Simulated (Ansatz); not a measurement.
# C2H4B2ClF: one species, many methods

An exercise on one series of results from a longer session: the logs are not shown, and one member is left open.

Method: functionals in def2-TZVPP, the program's frozen cores in correlated methods; program: Ansatz 0.2.0, Gaussian basis.

The runs, in order: LDA (SPW92), PBE-D4, revPBE-D4, BLYP-D4, r2SCAN-D4, B97M-V, PBE0-D4, B3LYP-D4, r2SCANh-D4, r2SCAN0-D4, HSE06-D4, BHLYP-D4, CAM-B3LYP-D4, LC-ωPBE, ωB97X-V, ωB97M-V, B2PLYP, PBE-QIDH; CCSD(T)/def2-SVP; CCSD(T)/def2-TZVPP; MP2/def2-QZVPP; extrapolation to the limit; RPA on PBE.

**Structure used throughout**

The geometry comes from an earlier relaxation with PBE0-D4 in a triple-zeta def2 set; it is a stationary point, not always the lowest conformer.

SMILES `FB1CB(Cl)C1`, 10 atoms, charge 0, spin multiplicity 1.

Atoms are counted from 1 here; the program's logs count them from 0.

Bond lengths: F1–B2 1.321 Å, B2–C3 1.573 Å, B2–C6 1.573 Å, C3–B4 1.572 Å, C3–H7 1.100 Å, C3–H8 1.086 Å, B4–Cl5 1.742 Å, B4–C6 1.572 Å, C6–H9 1.100 Å, C6–H10 1.086 Å. Angles: F1–B2–C3 130.1°, F1–B2–C6 130.1°, C3–B2–C6 97.7°, B2–C3–B4 77.2°, B2–C3–H7 106.8°, B2–C3–H8 126.3°, B4–C3–H7 106.2°, B4–C3–H8 125.3°, H7–C3–H8 110.2°, C3–B4–Cl5 130.2°, C3–B4–C6 97.8°, Cl5–B4–C6 130.2°, B2–C6–B4 77.2°, B2–C6–H9 106.8°, B2–C6–H10 126.3°, B4–C6–H9 106.2°, B4–C6–H10 125.3°, H9–C6–H10 110.2°.

Set-up of the first run:

Input file in.yaml:

```yaml
crystal:
  periodic: [false, false, false]
  atoms:
    - {symbol: F, position_ang: [-2.101227, -0.917126, -0.322973]}
    - {symbol: B, position_ang: [-0.897996, -0.509172, 0.038007]}
    - {symbol: C, position_ang: [-0.445079, 0.832618, 0.723093]}
    - {symbol: B, position_ang: [0.708323, 0.563018, -0.310063]}
    - {symbol: Cl, position_ang: [1.609317, 1.672943, -1.305318]}
    - {symbol: C, position_ang: [0.521751, -0.992468, -0.437010]}
    - {symbol: H, position_ang: [-0.040875, 0.565067, 1.710462]}
    - {symbol: H, position_ang: [-1.025889, 1.747620, 0.791073]}
    - {symbol: H, position_ang: [1.017807, -1.433396, 0.440118]}
    - {symbol: H, position_ang: [0.736969, -1.580205, -1.324390]}
basis:
  gaussian: {orbitals: def2-TZVPP}
hamiltonian: {xc: lda}
output: {orbitals: {seedname: orbitals}}
```

Among the steps run: LDA; PBE-D4 (GGA); revPBE-D4 (GGA); BLYP-D4 (GGA); r2SCAN-D4 (meta-GGA); B97M-V (meta-GGA); PBE0-D4 (hybrid); B3LYP-D4 (hybrid); r2SCANh-D4 (hybrid); r2SCAN0-D4 (hybrid); HSE06-D4 (hybrid); BHLYP-D4 (hybrid); CAM-B3LYP-D4 (range-separated); LC-ωPBE (range-separated); ωB97X-V (range-separated); ωB97M-V (range-separated); B2PLYP (double hybrid); PBE-QIDH (double hybrid).

One of the session's tables, all rows but one given; the rest of the session is left out.

It belongs to the step «Orbital energies across the functionals». 

```
  functional  HOMO (eV)  LUMO (eV)  gap (eV)
 LDA (SPW92)      -6.78      -2.76      4.02
      PBE-D4      -6.61      -2.54      4.08
   revPBE-D4      -6.55      -2.44      4.11
     BLYP-D4      -6.48      -2.36      4.11
   r2SCAN-D4      -6.89      -2.23      4.67
      B97M-V      -6.97      -2.16      4.82
     PBE0-D4      -7.98      -1.59      6.38
    B3LYP-D4      -7.73      -1.78      5.95
  r2SCANh-D4      -7.40      -1.90      5.50
  r2SCAN0-D4      -8.15      -1.41      6.75
    HSE06-D4          ?          ?         ?
    BHLYP-D4      -9.22      -0.49      8.73
CAM-B3LYP-D4      -9.36      -0.42      8.95
     LC-ωPBE     -10.75       0.73     11.48
     ωB97X-V     -10.36       0.66     11.03
     ωB97M-V     -10.21       0.50     10.71
```

**Question.** Estimate the row for HSE06-D4.

The run gave: HOMO (eV): -7.57; LUMO (eV): -1.98; gap (eV): 5.59. In the column «HOMO (eV)» it lies between B3LYP-D4 (-7.73) and r2SCANh-D4 (-7.40).
